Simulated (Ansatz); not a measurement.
# GeH₂O: a ladder of functionals and wavefunction methods

How much do the methods differ for GeH₂O? The plan is to run it at one geometry with functionals of several rungs and with coupled cluster. The yardstick is the atomisation energy at the CCSD(T) limit.

Method: functionals in def2-TZVPP, the program's frozen cores in correlated methods; program: Ansatz 0.2.0, Gaussian basis.

The runs, in order: LDA (SPW92), PBE-D4, revPBE-D4, BLYP-D4, r2SCAN-D4, B97M-V, PBE0-D4, B3LYP-D4, r2SCANh-D4, r2SCAN0-D4, HSE06-D4, BHLYP-D4, CAM-B3LYP-D4, LC-ωPBE, ωB97X-V, ωB97M-V, B2PLYP, PBE-QIDH; CCSD(T)/def2-SVP; CCSD(T)/def2-TZVPP; CCSD(T)/def2-QZVPP; extrapolation to the limit; RPA on PBE.

### 1 Structure used throughout

All runs share one geometry, relaxed beforehand with PBE0-D4 in a triple-zeta def2 set.

SMILES `[O]=[GeH2]`, 4 atoms, charge 0, spin multiplicity 1.

Atoms are counted from 1 here; the program's logs count them from 0.

Bond lengths: O1–Ge2 1.632 Å, Ge2–H3 1.542 Å, Ge2–H4 1.542 Å. Angles: O1–Ge2–H3 123.4°, O1–Ge2–H4 123.4°, H3–Ge2–H4 113.2°.

### 2 LDA

This LDA is Slater exchange with PW92 correlation.

The input, in.yaml:

```yaml
crystal:
  periodic: [false, false, false]
  atoms:
    - {symbol: O, position_ang: [-0.058428, -0.962085, 1.337438]}
    - {symbol: Ge, position_ang: [-0.000738, -0.009289, 0.013493]}
    - {symbol: H, position_ang: [-1.135496, 0.067691, -1.027054]}
    - {symbol: H, position_ang: [1.194663, 0.903692, -0.323878]}
basis:
  gaussian: {orbitals: def2-TZVPP}
hamiltonian: {xc: lda}
output: {orbitals: {seedname: orbitals}}
```

Started as:

```console
$ ansatz run in.yaml --threads 4 --pin off --events-out ev --progress --plain --max-ram 10444MiB
```

Further steps of the session: PBE-D4 (GGA); revPBE-D4 (GGA); BLYP-D4 (GGA); r2SCAN-D4 (meta-GGA); B97M-V (meta-GGA); B3LYP-D4 (hybrid); r2SCANh-D4 (hybrid); r2SCAN0-D4 (hybrid); HSE06-D4 (hybrid); BHLYP-D4 (hybrid); CAM-B3LYP-D4 (range-separated); LC-ωPBE (range-separated); ωB97X-V (range-separated); ωB97M-V (range-separated); B2PLYP (double hybrid); PBE-QIDH (double hybrid); CCSD(T) in def2-SVP; CCSD(T) in def2-TZVPP; CCSD(T) in def2-QZVPP; RPA on PBE orbitals.

Before running them: what should the planned runs give, taken together? Wanted: atomisation energy, CCSD(T)/CBS; farthest beyond LDA; mean size of error, GGA; mean size of error, meta-GGA; mean size of error, hybrid; mean size of error, range-separated; mean size of error, double hybrid; gap, smallest and largest; T1 diagnostic.

As calculated:

```
                               quantity                                      value
        atomisation energy, CCSD(T)/CBS                              1078.3 kJ/mol
 functionals within 10.8 kJ/mol (1.0 %)                 BLYP-D4, r2SCAN-D4, B97M-V
                    farthest beyond LDA                    BHLYP-D4 (-99.8 kJ/mol)
                mean size of error, GGA                                12.2 kJ/mol
           mean size of error, meta-GGA                                 7.5 kJ/mol
             mean size of error, hybrid                                52.1 kJ/mol
    mean size of error, range-separated                                27.4 kJ/mol
      mean size of error, double hybrid                                31.8 kJ/mol
              gap, smallest and largest  2.93 eV (LDA (SPW92)), 10.35 eV (LC-ωPBE)
                          T1 diagnostic                                     0.0225
triples share of the correlation energy                                      4.3 %
```

What this shows: LDA overbinds by 189.6 kJ/mol (18 %). PBE-D4 is off by +12.5 kJ/mol. Double hybrids carry the basis error of their MP2 part in triple zeta, and no dispersion term here, so their miss is partly the set-up's. Taken by rung, meta-GGA functionals do best (7.5 kJ/mol on average) and hybrid ones worst beyond LDA (52.1 kJ/mol). The gap between the best rungs is small, so their order is not settled. The mean of the hybrids holds BHLYP, with half exact exchange. The reference freezes the cores and leaves out relativity and excitations past (T), and its outer-core shells are covered unevenly, so misses under about 10.8 kJ/mol can't be ranked. Hartree-Fock recovers 56 % of the binding; the rest is correlation. CCSD(T) in def2-SVP is off by -102.5 kJ/mol, so the small basis spoils what the method gains. Orbital gaps span 2.9 to 10.3 eV; exact exchange widens them. The T1 diagnostic, 0.022, is a little above the customary 0.02. Correlated methods include outer-core shells of Ge, which these sets cover unevenly.
